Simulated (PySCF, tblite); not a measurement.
# C5H9FO: magnetic properties

What do calculations give for the magnetic properties of C5H9FO (`C=COC[C@@H](C)F`)?

Computed with tblite 0.8.0 and PySCF 2.14.0 and routines of our own; the level stands in each step. Atoms count from 0.

## Step 1: The system as given

16 atoms, charge 0, multiplicity 1; geometry from: force field or distance geometry start.

## Step 2: Relaxing the molecule with GFN2-xTB, one coordinate held

What the job is given:

```
{"job": {"kind": "relax", "xc": "GFN2-xTB", "basis": "xTB"}, "charge": 0, "multiplicity": 1}
C     -0.546800    -1.903200     1.282900
C      0.622100    -1.532300     0.765200
O      0.939900    -0.477200    -0.022300
C     -0.142900     0.402700    -0.403500
C     -1.351900    -0.437200    -0.807600
C     -1.933800    -1.253700     0.324700
F     -2.320500     0.411800    -1.271400
H     -1.466600    -1.348200     1.110400
H     -0.620400    -2.787800     1.911200
H      1.526300    -2.106700     0.975600
H      0.156000     1.026000    -1.240700
H     -0.421100     1.041900     0.446800
H     -1.086200    -1.104900    -1.627700
H     -2.239800    -0.602700     1.146600
H     -2.821900    -1.784700    -0.009300
H     -1.208900    -1.978000     0.723100
```

The run is started by

```console
OMP_NUM_THREADS=1 python excited_run.py task.json out
```

This one command runs all jobs of the session in turn.

What it wrote:

```text
step      E/eV     max force
  0    -637.69137   26.353
  1    -645.90934    8.681
  2    -648.55643    7.409
  3    -650.74540    6.433
  4    -652.39216    3.129
  5    -653.19256    2.527
  6    -653.51294    1.888
  7    -653.76500    1.349
  8    -653.92521    1.226
  9    -654.09312    1.017
 10    -654.18058    0.890
 11    -654.25660    0.757
 12    -654.31911    0.728
 13    -654.36216    0.542
 14    -654.38914    0.535
 15    -654.41354    0.524
 16    -654.43422    0.539
 17    -654.44776    0.635
 18    -654.45688    0.690
 19    -654.46355    0.735
 20    -654.46839    0.756
 21    -654.47186    0.771
 22    -654.47433    0.790
 23    -654.47608    0.812
 24    -654.47726    0.839
 25    -654.47812    0.869
 26    -654.47898    0.902
 27    -654.47993    0.930
 28    -654.48088    0.944
 29    -654.48178    0.942
 30    -654.48279    0.934
 31    -654.48422    0.924
 32    -654.48631    0.915
 33    -654.48888    0.908
 34    -654.49131    0.912
 35    -654.49332    0.929
 36    -654.49552    0.945
 37    -654.49875    0.940
 38    -654.50286    0.888
 39    -654.50683    0.800
 40    -654.51005    0.735
 41    -654.51276    0.714
 42    -654.51538    0.712
 43    -654.51792    0.714
 44    -654.51911    0.715
 45    -654.52094    0.727
 46    -654.52189    0.718
 47    -654.52309    0.695
 48    -654.52378    0.675
 49    -654.52445    0.661
 50    -654.52503    0.654
 51    -654.52576    0.652
 52    -654.52663    0.653
 53    -654.52769    0.651
 54    -654.52882    0.641
 55    -654.53004    0.620
 56    -654.53132    0.590
 57    -654.53257    0.558
 58    -654.53365    0.535
 59    -654.53456    0.528
 60    -654.53533    0.523
 61    -654.53609    0.548
 62    -654.53710    0.549
 63    -654.53918    0.548
 64    -654.54040    0.546
 65    -654.54270    0.525
 66    -654.54470    0.509
 67    -654.54669    0.487
 68    -654.54838    0.539
 69    -654.54986    0.499
 70    -654.55210    0.518
 71    -654.55458    0.553
 72    -654.55731    0.604
 73    -654.55935    0.640
 74    -654.56219    0.681
 75    -654.56549    0.714
 76    -654.56836    0.740
 77    -654.56872    0.769
 78    -654.57391    0.753
 79    -654.57737    0.756
 80    -654.58906    0.786
 81    -654.59711    0.754
 82    -654.60997    0.684
 83    -654.59460    0.645
 84    -654.61697    0.670
 85    -654.61986    0.666
 86    -654.62707    0.649
 87    -654.63115    0.633
 88    -654.63423    0.635
 89    -654.63614    0.601
 90    -654.63722    0.594
 91    -654.63822    0.575
 92    -654.63876    0.574
 93    -654.63923    0.575
 94    -654.63974    0.570
 95    -654.63988    0.567
 96    -654.64010    0.565
 97    -654.64024    0.563
 98    -654.64041    0.564
 99    -654.64060    0.567
100    -654.64074    0.569
101    -654.64087    0.573
102    -654.64099    0.576
103    -654.64110    0.579
104    -654.64117    0.582
105    -654.64122    0.581
106    -654.64126    0.580
107    -654.64130    0.576
108    -654.64134    0.574
109    -654.64137    0.572
110    -654.64140    0.574
111    -654.64143    0.578
112    -654.64146    0.583
113    -654.64148    0.588
114    -654.64151    0.591
115    -654.64153    0.592
116    -654.64156    0.590
117    -654.64159    0.590
118    -654.64161    0.588
119    -654.64164    0.589
120    -654.64166    0.591
```

It took 1 s on 1 thread of Arm Neoverse V1, shared host; peak memory 0.18 GiB.

One coordinate is held by a constraint (a dihedral, as typed in the start), so the force along it need not vanish.

Step by step: (not every step is listed)

```
step  energy from step 0 (eV)  largest force (eV/Å)
   0                   0.0000               26.3531
   1                  -8.2180                8.6809
   2                 -10.8651                7.4090
   3                 -13.0540                6.4333
   4                 -14.7008                3.1286
   5                 -15.5012                2.5271
   6                 -15.8216                1.8882
   7                 -16.0736                1.3493
   8                 -16.2338                1.2257
  18                 -16.7655                0.6896
  28                 -16.7895                0.9443
  38                 -16.8115                0.8879
  48                 -16.8324                0.6754
  58                 -16.8423                0.5354
  68                 -16.8570                0.5389
  78                 -16.8825                0.7530
  88                 -16.9429                0.6350
  98                 -16.9490                0.5642
 108                 -16.9500                0.5735
 115                 -16.9502                0.5916
 116                 -16.9502                0.5904
 117                 -16.9502                0.5900
 118                 -16.9502                0.5883
 119                 -16.9503                0.5891
 120                 -16.9503                0.5910
```

Close pairs (by a distance rule), those that changed most:

```
  bond  before (Å)  after (Å)  change (Å)
C0–H15       0.870      3.523      +2.653
 C5–H7       0.919      3.160      +2.241
H7–H15       0.783      2.588      +1.805
 O2–C3       1.446      1.414      -0.033
 C4–F6       1.369      1.388      +0.019
 C0–H8       1.088      1.073      -0.014
C5–H15       1.099      1.086      -0.014
 C0–H7       1.088      1.076      -0.012
```

The next job starts from the end point, and lists it.

## Step 3: Magnetic properties: GIAO PBE/pcSseg-1

What the job is given:

```
{"job": {"kind": "mag", "xc": "PBE", "basis": "pcSseg-1", "isotopologues": 0}, "charge": 0, "multiplicity": 1}
C      0.401568    -2.218850     1.438685
C      1.164919    -1.445788     0.680935
O      0.904593    -0.218722     0.169936
C     -0.423855     0.228305    -0.012817
C     -1.398824    -0.774759    -0.646255
C     -2.811188    -0.642536    -0.099585
F     -1.443226    -0.536798    -2.013235
H     -0.598272    -1.955038     1.734647
H      0.775552    -3.160644     1.792707
H      2.182718    -1.722778     0.437013
H     -0.337157     1.101201    -0.663575
H     -0.833496     0.550104     0.956351
H     -1.026296    -1.800435    -0.550342
H     -3.158324     0.382352    -0.208273
H     -3.478418    -1.296189    -0.655886
H     -2.836938    -0.921005     0.949748
```

Level: GIAO PBE/pcSseg-1 magnetisability, rotational g tensor and spin-rotation constants, non-relativistic, gas phase.

What it wrote:

```text
coarse grid: 13184 points
cycle   1  E = -370.2856300844  dE =  6.594e-01  |g| = 7.948e-01  |ddm| = 3.408e+00
cycle   2  E = -370.0790028134  dE =  2.066e-01  |g| = 1.334e+00  |ddm| = 1.797e+00
cycle   3  E = -370.4023037124  dE = -3.233e-01  |g| = 2.195e-01  |ddm| = 1.231e+00
cycle   4  E = -370.4106520578  dE = -8.348e-03  |g| = 8.169e-02  |ddm| = 2.006e-01
cycle   5  E = -370.4118148663  dE = -1.163e-03  |g| = 4.044e-02  |ddm| = 9.206e-02
cycle   6  E = -370.4122397183  dE = -4.249e-04  |g| = 6.728e-03  |ddm| = 3.983e-02
cycle   7  E = -370.4122496560  dE = -9.938e-06  |g| = 1.591e-03  |ddm| = 5.374e-03
final grid: 127200 points
cycle   8  E = -370.4948257533  dE = -3.386e-05  |g| = 2.157e-02  |ddm| = 3.942e-02
cycle   9  E = -370.4945238049  dE =  3.019e-04  |g| = 4.538e-02  |ddm| = 4.254e-02
cycle  10  E = -370.4949061203  dE = -3.823e-04  |g| = 6.968e-03  |ddm| = 3.367e-02
cycle  11  E = -370.4949181790  dE = -1.206e-05  |g| = 1.424e-03  |ddm| = 7.105e-03
cycle  12  E = -370.4949185882  dE = -4.093e-07  |g| = 4.441e-04  |ddm| = 1.317e-03
cycle  13  E = -370.4949186362  dE = -4.796e-08  |g| = 4.688e-05  |ddm| = 3.695e-04
cycle  14  E = -370.4949186366  dE = -3.893e-10  |g| = 2.577e-05  |ddm| = 6.067e-05
converged SCF energy = -370.4949186366

Magnetisability tensor (1e-30 J/T^2)
    -1050.07      -23.36      -31.32
      -23.36     -962.68      -20.90
      -31.32      -20.90    -1130.34
isotropic -1047.70   principal values   -1145.27  -1041.98   -955.84
isotropic susceptibility -63.094 1e-6 cm^3/mol

Inertial axes            a          b          c
rot. const./GHz      4.1864     1.6953     1.4745
chi total           -65.099    -62.186    -61.996
chi diamagnetic    -385.256   -785.874   -896.339
chi paramagnetic    320.156    723.688    834.343
quadrupole/D A       -1.546      0.578      0.967
g nuclear            0.6078     0.5642     0.5671
g electronic        -0.6297    -0.5764    -0.5779
g total             -0.0218    -0.0122    -0.0109

Spin-rotation constants (kHz, H = +C I.J)
atom  isotope        aa         bb         cc
  6    19F        3.257      0.892      0.926
  7     1H       -0.122     -0.092     -0.114
  8     1H       -0.118     -0.105     -0.080
  9     1H        0.020     -0.095     -0.080
 10     1H       -0.315      0.039     -0.130
 11     1H       -0.455     -0.081      0.018
 12     1H       -0.213     -0.124      0.026
 13     1H       -0.281     -0.165     -0.054
 14     1H       -0.226     -0.155     -0.076
 15     1H       -0.290     -0.060     -0.153
  0    13C*       1.189      0.431      0.348
  1    13C*       1.771      0.536      0.486
  2    17O*      -0.863     -0.298     -0.192
  3    13C*       0.871      0.453      0.367
  4    13C*       1.044      0.410      0.407
  5    13C*       0.623      0.251      0.236
* in the singly substituted isotopologue
```

It took 31 s on 1 thread of Arm Neoverse V1, shared host; peak memory 0.57 GiB.

Key values:

```
              quantity                      value
       magnetisability           -1048·10⁻³⁰ J/T²
  molar susceptibility         -63.1·10⁻⁶ cm³/mol
rotational g (a, b, c)  -0.0218, -0.0122, -0.0109
```

## Step 4: Summary of results

| quantity | value |
| --- | --- |
| magnetisability (step 3, GIAO PBE/pcSseg-1) | -1048·10⁻³⁰ J/T² |
| molar susceptibility (step 3, GIAO PBE/pcSseg-1) | -63.1·10⁻⁶ cm³/mol |
| rotational g (a, b, c) (step 3, GIAO PBE/pcSseg-1) | -0.0218, -0.0122, -0.0109 |

The values above hold for this geometry and these levels alone. Vibrational averaging and real surroundings are missing from these values.
